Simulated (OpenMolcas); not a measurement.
# BBr2F (dibromofluoroborane): levels of theory compared

Wanted: a comparison of 6 runs (MP2/STO-3G, MP2/3-21G, MP2/6-31G, MP2/6-31G*, MP2/6-31G**, MP2/6-311G**) of BBr2F (dibromofluoroborane). 

Program for the calculation: OpenMolcas 26.06.

## Step 1: The structure to begin with

BBr2F: 4 atoms, total charge 0, spin state singlet. As SMILES, `FB(Br)Br`. The shape is that of a PBE0-D4/def2-TZVP optimisation.

Bond lengths: F1–B2 1.307 Å, B2–Br3 1.901 Å, B2–Br4 1.901 Å. Angles: F1–B2–Br3 119.1°, F1–B2–Br4 119.1°, Br3–B2–Br4 121.7°.

## Step 2: A single-point energy at MP2/STO-3G (run 1)

job.inp

```
* BBr2F MP2
&GATEWAY
BASLIB=$CurrDir
COORD
4
angstrom
F        1.316550       0.465960       0.364370
B        0.123960       0.043770       0.034160
Br      -0.483040      -1.629420       0.701450
Br      -0.957470       1.119690      -1.099980
BASIS=STO-3G
GROUP=NoSym
&SEWARD
&SCF
PRORBITALS=0
&MBPT2
FROZEN=20
```

The basis set STO-3G is read from a file made from the Basis Set Exchange's data (not shown).

Launch:

```console
$ export MOLCAS_MEM=1860
$ pymolcas job.inp > job.log
```

The program printed:

```text
--- Start Module: gateway ---
[...]
--- Stop Module: gateway /rc=_RC_ALL_IS_WELL_ ---
[...]
      Basis functions           46
[...]
--- Start Module: scf ---
[...]
       Convergence after  10 Iterations
[...]
::    Total SCF energy                              -5211.8902570612
[...]
      Total spin, S                                     0.0000000000
[...]
      Total electronic charge=   84.000000
      Total            charge=   -0.000000
[...]
      Dipole Moment (debye):
      Origin of the operator (angstrom)=   -0.4648   -0.1645   -0.1286
                   X=  7.4124E-01               Y=  2.6183E-01               Z=  2.0452E-01           Total=  8.1229E-01
      Quadrupole Moment (debye*angstrom):
[...]
--- Stop Module: scf /rc=_RC_ALL_IS_WELL_ ---
--- Start Module: mbpt2 ---
[...]
WARNING!
Default frozen orbitals as non valence orbitals is overwritten by user input.
Default values:  30
[...]
       Reference weight ( Cref**2 )         =        0.96165
::    Total MBPT2 energy                            -5211.9692417987
[...]
      Total MBPT2 calculations                           0.05      0.06
--- Stop Module: mbpt2 /rc=_RC_ALL_IS_WELL_ ---
[...]
```

Run time: 1.8 s. Hardware: 1 thread of Arm Neoverse V2, shared host; peak memory 0.38 GiB.

## Step 3: A single-point energy at MP2/3-21G (run 2)

job.input

```
>>> EXPORT MOLCAS_PRINT=2

&gateway
  baslib=$CurrDir
  coord
  4
  angstrom
  F        1.316550       0.465960       0.364370
  B        0.123960       0.043770       0.034160
  Br      -0.483040      -1.629420       0.701450
  Br      -0.957470       1.119690      -1.099980
  basis=3-21G
  group=NoSym

&seward

&scf
  prorbitals=0

&mbpt2
  frozen=20
```

The basis set 3-21G is read from a file made from the Basis Set Exchange's data (not shown).

Launch:

```console
$ export MOLCAS_MEM=1860
$ pymolcas job.input > job.log
```

The program printed:

```text
--- Start Module: gateway ---
[...]
--- Stop Module: gateway /rc=_RC_ALL_IS_WELL_ ---
[...]
      Basis functions           62
[...]
--- Start Module: scf ---
[...]
       Convergence after  10 Iterations
[...]
::    Total SCF energy                              -5243.6612013341
[...]
      Total spin, S                                     0.0000000000
[...]
      Total electronic charge=   84.000000
      Total            charge=   -0.000000
[...]
      Dipole Moment (debye):
      Origin of the operator (angstrom)=   -0.4648   -0.1645   -0.1286
                   X= -1.2911E-01               Y= -4.6169E-02               Z= -3.6292E-02           Total=  1.4184E-01
      Quadrupole Moment (debye*angstrom):
[...]
--- Stop Module: scf /rc=_RC_ALL_IS_WELL_ ---
--- Start Module: mbpt2 ---
[...]
WARNING!
Default frozen orbitals as non valence orbitals is overwritten by user input.
Default values:  30
[...]
       Reference weight ( Cref**2 )         =        0.92516
::    Total MBPT2 energy                            -5243.9067161030
[...]
      Total MBPT2 calculations                           0.11      0.13
--- Stop Module: mbpt2 /rc=_RC_ALL_IS_WELL_ ---
[...]
```

It took 2.4 s on 1 thread of Arm Neoverse V2, shared host; peak memory 0.4 GiB.

Runs 3 to 5 aren't shown in full; the table further down has their settings and results.

## Step 4: A single-point energy at MP2/6-311G(d,p) (run 6)

job.input

```
>>> EXPORT MOLCAS_PRINT=2

&GATEWAY
 BasLib = $CurrDir
 Coord
 4
 angstrom
 F        1.316550       0.465960       0.364370
 B        0.123960       0.043770       0.034160
 Br      -0.483040      -1.629420       0.701450
 Br      -0.957470       1.119690      -1.099980
 Basis = 6-311Gss
 Group = NoSym

&SEWARD

&SCF
 PrOrbitals = 0

&MBPT2
 Frozen = 20
```

The basis set 6-311G** is read from a file made from the Basis Set Exchange's data (not shown).

Launch:

```console
$ export MOLCAS_MEM=1860
$ pymolcas job.input > job.log
```

The program printed:

```text
--- Start Module: gateway ---
[...]
--- Stop Module: gateway /rc=_RC_ALL_IS_WELL_ ---
[...]
      Basis functions          124
[...]
--- Start Module: scf ---
[...]
       Convergence after  11 Iterations
[...]
::    Total SCF energy                              -5269.0251301500
[...]
      Total spin, S                                     0.0000000000
[...]
      Total electronic charge=   84.000000
      Total            charge=   -0.000000
[...]
      Dipole Moment (debye):
      Origin of the operator (angstrom)=   -0.4648   -0.1645   -0.1286
                   X= -2.2305E-01               Y= -7.9352E-02               Z= -6.2169E-02           Total=  2.4477E-01
      Quadrupole Moment (debye*angstrom):
[...]
--- Stop Module: scf /rc=_RC_ALL_IS_WELL_ ---
[...]
--- Start Module: mbpt2 ---
[...]
WARNING!
Default frozen orbitals as non valence orbitals is overwritten by user input.
Default values:  30
[...]
       Reference weight ( Cref**2 )         =        0.83601
::    Total MBPT2 energy                            -5269.8647475628
[...]
      Total MBPT2 calculations                           0.98      1.12
--- Stop Module: mbpt2 /rc=_RC_ALL_IS_WELL_ ---
[...]
```

Wall time 15 s (1 thread of Arm Neoverse V2, shared host); peak memory 0.82 GiB.

## Step 5: Overview of the runs

| run | level | energy (Eh) | dipole moment (D) of the reference | HOMO energy (eV) | LUMO energy (eV) | wall time |
| --- | --- | --- | --- | --- | --- | --- |
| 1 | MP2/STO-3G | -5211.969242 | 0.81 | -8.88 | 6.41 | 1.8 s |
| 2 | MP2/3-21G | -5243.906716 | 0.14 | -11.44 | 2.56 | 2.4 s |
| 3 | MP2/6-31G | -5268.800187 | 0.43 | -11.77 | 2.21 | 3.6 s |
| 4 | MP2/6-31G* (spherical functions) | -5269.203724 | 0.13 | -11.59 | 2.66 | 6.9 s |
| 5 | MP2/6-31G** (spherical functions) | -5269.203724 | 0.13 | -11.59 | 2.66 | 6.9 s |
| 6 | MP2/6-311G** | -5269.864748 | 0.24 | -11.61 | 2.47 | 15 s |

## Step 6: What came out

| quantity | value |
| --- | --- |
| run 6: total energy | -5269.86475 Eh |
| run 6: dipole moment (mean-field density) | 0.24 D |
| run 6: HOMO energy (Hartree–Fock orbitals) | -11.61 eV |
| run 6: LUMO energy (Hartree–Fock orbitals) | 2.47 eV |
| run 6: HOMO–LUMO gap (Hartree–Fock orbitals) | 14.08 eV |
| run 6: correlation energy (20 core orbitals frozen) | -839.6 mEh |

In words: In run 1 the basis is minimal, so the values are rough. All runs together took 37 s, the longest 15 s.
